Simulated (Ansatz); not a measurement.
# C₆H₅BF₆O₃: how energies converge with the basis set

The task here is to estimate one member of a computed series from the others.

The runs use Ansatz 0.2.0, Gaussian basis; one geometry, several basis sets.

The runs, in order: PBE0-D4/def2-SVP; ωB97M-V/def2-SVP; PBE0-D4/def2-QZVPP; ωB97M-V/def2-QZVPP; the functionals' def2-TZVPP values are taken from earlier runs.

## The relaxed structure

The geometry comes from an earlier relaxation with PBE0-D4 in a triple-zeta def2 set; it is a stationary point, not always the lowest conformer.

SMILES `C[B-]1(O)OC(C(F)(F)F)=CC(C(F)(F)F)=[O+]1`, 21 atoms, charge 0, spin multiplicity 1.

Atoms are counted from 1 here; the program's logs count them from 0.

Bond lengths: C1–B2 1.579 Å, C1–H17 1.094 Å, C1–H18 1.093 Å, C1–H19 1.093 Å, B2–O3 1.383 Å, B2–O4 1.589 Å, B2–O16 1.589 Å, O3–H20 0.959 Å, O4–C5 1.258 Å, C5–C6 1.531 Å, C5–C10 1.386 Å, C6–F7 1.330 Å, C6–F8 1.331 Å, C6–F9 1.326 Å, C10–C11 1.386 Å, C10–H21 1.076 Å, C11–C12 1.531 Å, C11–O16 1.258 Å and more. Angles: B2–C1–H17 113.4°, B2–C1–H18 110.2°, B2–C1–H19 110.2°, H17–C1–H18 107.7°, H17–C1–H19 107.7°, H18–C1–H19 107.5°, C1–B2–O3 116.9°, C1–B2–O4 108.9°, C1–B2–O16 109.0°, O3–B2–O4 109.5°, O3–B2–O16 109.5°, O4–B2–O16 102.0°, B2–O3–H20 114.6°, B2–O4–C5 122.1°, O4–C5–C6 114.1°, O4–C5–C10 125.0°, C6–C5–C10 120.9°, C5–C6–F7 109.7° and more.

Geometry (Å):

```
C    -0.13609   -0.69558    2.37626
B     0.86218    0.01577    1.38044
O     2.08050    0.41803    1.89798
O     0.13006    1.26015    0.71717
C    -0.58849    1.14397   -0.30928
C    -1.37964    2.40575   -0.66329
F    -0.54090    3.38441   -0.99259
F    -2.19799    2.19160   -1.69126
F    -2.10536    2.80010    0.37461
C    -0.63625    0.02311   -1.12355
C     0.33422   -0.93315   -0.86759
C     0.60559   -2.06267   -1.86453
F     0.57492   -3.23707   -1.24863
F     1.80725   -1.90023   -2.41156
F    -0.30049   -2.07578   -2.83979
O     1.10401   -0.93151    0.12775
H    -1.08061   -0.98952    1.90792
H     0.32322   -1.59618    2.79177
H    -0.37203   -0.03214    3.21226
H     2.66040    0.84615    1.26582
H    -1.26921   -0.02439   -1.99284
```

Set-up of the first run:

Input file in.yaml:

```yaml
crystal:
  periodic: [false, false, false]
  atoms:
    - {symbol: C, position_ang: [-0.136091, -0.695578, 2.376258]}
    - {symbol: B, position_ang: [0.862177, 0.015766, 1.380439]}
    - {symbol: O, position_ang: [2.080501, 0.418026, 1.897982]}
    - {symbol: O, position_ang: [0.130060, 1.260145, 0.717170]}
    - {symbol: C, position_ang: [-0.588488, 1.143973, -0.309283]}
    - {symbol: C, position_ang: [-1.379642, 2.405745, -0.663287]}
    - {symbol: F, position_ang: [-0.540901, 3.384411, -0.992587]}
    - {symbol: F, position_ang: [-2.197985, 2.191598, -1.691261]}
    - {symbol: F, position_ang: [-2.105356, 2.800105, 0.374615]}
    - {symbol: C, position_ang: [-0.636250, 0.023109, -1.123547]}
    - {symbol: C, position_ang: [0.334220, -0.933152, -0.867585]}
    - {symbol: C, position_ang: [0.605586, -2.062671, -1.864531]}
    - {symbol: F, position_ang: [0.574924, -3.237071, -1.248625]}
    - {symbol: F, position_ang: [1.807254, -1.900232, -2.411556]}
    - {symbol: F, position_ang: [-0.300494, -2.075781, -2.839786]}
    - {symbol: O, position_ang: [1.104011, -0.931512, 0.127754]}
    - {symbol: H, position_ang: [-1.080607, -0.989517, 1.907916]}
    - {symbol: H, position_ang: [0.323216, -1.596180, 2.791773]}
    - {symbol: H, position_ang: [-0.372030, -0.032143, 3.212257]}
    - {symbol: H, position_ang: [2.660403, 0.846147, 1.265823]}
    - {symbol: H, position_ang: [-1.269208, -0.024391, -1.992838]}
basis:
  gaussian: {orbitals: def2-SVP}
hamiltonian: {xc: pbe0, dispersion: d4}
output: {orbitals: {seedname: orbitals}}
```

The run is started by

```sh
$ ansatz run in.yaml --threads 11 --pin off --events-out ev --progress --plain --max-ram 110592MiB --backend cpu
```

Among the steps run: PBE0-D4 in def2-SVP; ωB97M-V in def2-SVP; PBE0-D4 in def2-QZVPP; ωB97M-V in def2-QZVPP.

One of the session's tables, all rows but one given; the rest of the session is left out.

It belongs to the step «Functionals by basis». 

| functional | basis | HOMO (eV) | LUMO (eV) |
| --- | --- | --- | --- |
| PBE0-D4 | def2-SVP | -8.28 | -3.42 |
| PBE0-D4 | def2-TZVPP | -8.33 | -3.48 |
| PBE0-D4 | def2-QZVPP | ? | ? |
| ωB97M-V | def2-SVP | -10.43 | -1.24 |
| ωB97M-V | def2-TZVPP | -10.51 | -1.34 |
| ωB97M-V | def2-QZVPP | -10.53 | -1.38 |

Estimate the missing values for PBE0-D4, def2-QZVPP.

**Answer.** HOMO (eV): -8.35; LUMO (eV): -3.51. In the column «HOMO (eV)» it lies between ωB97M-V, def2-SVP (-10.43) and PBE0-D4, def2-TZVPP (-8.33).
